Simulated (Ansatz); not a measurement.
Geometry optimisation, DFT PBEsol, scalar-relativistic, plane waves, PAW in Ansatz.

The input (input.yaml):

```yaml
crystal:
  lattice:
    - [5.997796, 0.0, 0.0]
    - [0.0, 5.997796, 0.0]
    - [0.0, 0.0, 20.374581]
  atoms:
    - { symbol: Al, position: [0.1586069, 0.3413931, 0.0490808] }
    - { symbol: Al, position: [0.1586069, 0.6586069, 0.1665181] }
    - { symbol: Al, position: [0.8413931, 0.3413931, 0.1665181] }
    - { symbol: Al, position: [0.8413931, 0.6586069, 0.0490808] }
    - { symbol: Cu, position: [0.0, 0.0, 0.2252368] }
    - { symbol: Cu, position: [0.0, 0.0, 0.1077995] }
    - { symbol: Al, position: [0.6586069, 0.8413931, 0.1665181] }
    - { symbol: Al, position: [0.6586069, 0.1586069, 0.0490808] }
    - { symbol: Al, position: [0.3413931, 0.8413931, 0.0490808] }
    - { symbol: Al, position: [0.3413931, 0.1586069, 0.1665181] }
    - { symbol: Cu, position: [0.5, 0.5, 0.1077995] }
    - { symbol: Cu, position: [0.5, 0.5, 0.2252368] }
    - { symbol: Al, position: [0.1586069, 0.3413931, 0.2839555] }
    - { symbol: Al, position: [0.1586069, 0.6586069, 0.4013929] }
    - { symbol: Al, position: [0.8413931, 0.3413931, 0.4013929] }
    - { symbol: Al, position: [0.8413931, 0.6586069, 0.2839555] }
    - { symbol: Cu, position: [0.0, 0.0, 0.4601116] }
    - { symbol: Cu, position: [0.0, 0.0, 0.3426742] }
    - { symbol: Al, position: [0.6586069, 0.8413931, 0.4013929] }
    - { symbol: Al, position: [0.6586069, 0.1586069, 0.2839555] }
    - { symbol: Al, position: [0.3413931, 0.8413931, 0.2839555] }
    - { symbol: Al, position: [0.3413931, 0.1586069, 0.4013929] }
    - { symbol: Cu, position: [0.5, 0.5, 0.3426742] }
    - { symbol: Cu, position: [0.5, 0.5, 0.4601116] }
    - { symbol: Sb, position: [0.3223616, 0.4489098, 0.5847767] }
basis:
  ecutwfc: 420.0
kpoints:
  mp_grid: { grid: [2, 2, 1] }
hamiltonian:
  xc: pbesol
  pseudopotentials: { kind: paw, azcp: { folder: soft_1 } }
scf:
  occupations: { method: fermi_dirac, width: 0.1 }
  lower_state_search: "off"
relax:
  f_tol: 0.08
  max_steps: 25
  adjacent_minimum: "off"
  constraints: [{ sites: [0, 3, 5, 7, 8, 10] }]
```

Command:

```bash
$ ansatz run input.yaml --threads 2 --pin off --max-ram 5120MiB --backend cpu --events-out ev --progress --plain --runs-dir out
```

Q: Where does it end, and by what steps?

A: It converged. The threshold is loose, so the end isn't yet a minimum. The force dipped under the threshold on the way, but the program's further checks kept it going. Limits of this set-up: coarse k mesh, slab without dipole correction, PAW files made for another functional. After 14 steps the energy has fallen by 2.979 eV; Sb25 moved furthest, 2.22 Å. Joined: Al14–Sb25 (4.06 → 2.74 Å), Al15–Sb25 (4.76 → 2.75 Å), Cu17–Sb25 (4.18 → 2.69 Å).

| step | energy less start (eV) | largest force component (eV/Å) | accepted |
| --- | --- | --- | --- |
| 0 | 0.0000 | 2.234 | yes |
| 1 | -0.4846 | 2.018 | yes |
| 2 | -0.8540 | 1.004 | yes |
| 3 | -1.1206 | 0.737 | yes |
| 4 | -1.4171 | 0.849 | yes |
| 5 | -1.7329 | 0.906 | yes |
| 6 | -2.0503 | 0.889 | yes |
| 7 | -2.3445 | 0.795 | yes |
| 8 | -2.5714 | 0.526 | yes |
| 9 | -2.7246 | 0.309 | yes |
| 10 | -2.8389 | 0.242 | yes |
| 11 | -2.9171 | 0.186 | yes |
| 12 | -2.9629 | 0.074 | yes |
| 13 | -2.9629 | 0.074 | yes |
| 14 | -2.9793 | 0.078 | yes |

```xyz
25
Lattice="5.9978 0.0000 0.0000 0.0000 5.9978 0.0000 0.0000 0.0000 20.3746" Properties=species:S:1:pos:R:3
Al 0.951 2.048 1.000
Al 0.953 3.941 3.333
Al 5.064 2.054 3.326
Al 5.047 3.950 1.000
Cu 0.020 -0.007 4.559
Cu 0.000 0.000 2.196
Al 3.938 5.066 3.326
Al 3.950 0.951 1.000
Al 2.048 5.047 1.000
Al 2.076 0.931 3.342
Cu 2.999 2.999 2.196
Cu 3.024 2.999 4.560
Al 0.971 2.062 5.842
Al 0.972 4.054 8.020
Al 4.969 2.057 8.018
Al 5.056 3.976 5.817
Cu 0.012 0.118 9.328
Cu -0.004 0.030 6.935
Al 3.950 5.085 8.194
Al 3.940 0.932 5.747
Al 2.091 5.082 5.738
Al 2.073 0.963 8.133
Cu 3.000 3.039 6.936
Cu 2.904 3.029 9.330
Sb 0.435 2.594 10.281
```

Whether the end is a true minimum wasn't checked by a vibrational analysis.

Run time: 2.6 min on 2 threads of Arm Neoverse V2, with other jobs on the host, peak memory 1.5 GiB.
